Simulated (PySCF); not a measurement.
# C17H14O3S: the cost of one run

Computed with PySCF 2.14.0 and routines of our own; the level stands in each step. Atoms count from 0.

### Step 1. The starting structure

35 atoms, charge 0, multiplicity 1; geometry from: GFN2-xTB.

### Step 2. Electronic excitations: TDA PBE/def2-SVP

Job settings and geometry (Å):

```
{"job": {"kind": "uv", "basis": "def2-SVP", "grid": 1, "kgrid": 0, "vcut": null, "nstates": 3, "ntriplets": 0, "tda": true, "delta": ["ip_vertical"], "pop": false, "xc": "PBE"}, "charge": 0, "multiplicity": 1}
C     -6.465012     0.383878     0.512638
C     -5.067849    -0.003576     0.138508
C     -4.473417     0.514839    -1.009053
C     -3.204051     0.115332    -1.389422
C     -2.527395    -0.803523    -0.613331
S     -0.915594    -1.348216    -1.118299
O     -0.741427    -1.165294    -2.526104
O     -0.624169    -2.634879    -0.565872
O     -0.059393    -0.215373    -0.320173
C      1.318586    -0.184592    -0.379201
C      2.046046    -1.126470    -1.128688
C      3.410735    -1.059336    -1.159623
C      4.112177    -0.060910    -0.452687
C      5.519536     0.027654    -0.470233
C      6.166905     1.008621     0.227116
C      5.435658     1.946134     0.973362
C      4.070708     1.887728     1.011180
C      3.372340     0.886863     0.302411
C      1.966191     0.801236     0.321750
C     -3.088570    -1.325808     0.534014
C     -4.358395    -0.922022     0.908036
H     -7.169775    -0.298615     0.036867
H     -6.697386     1.391043     0.176571
H     -6.615998     0.323560     1.587274
H     -5.012019     1.230296    -1.612849
H     -2.732987     0.487945    -2.284439
H      1.509860    -1.888836    -1.668794
H      3.973498    -1.780398    -1.734032
H      6.075848    -0.696665    -1.047318
H      7.244874     1.069812     0.208228
H      5.963796     2.714713     1.518221
H      3.505258     2.608104     1.584500
H      1.391741     1.515424     0.891284
H     -2.529760    -2.050086     1.103869
H     -4.807419    -1.329052     1.801949
```

Method: TDA PBE/def2-SVP, vertical, gas phase, core orbitals frozen in the response.

Command:

```
$ OMP_NUM_THREADS=1 python large_run.py task.json out
```

This one command runs all jobs of the session in turn.

**Question.** How long does this first job take on 1 thread of Arm Neoverse N1, shared host, and how much memory does it need?

About 79 s, with a peak of 0.57 GiB.
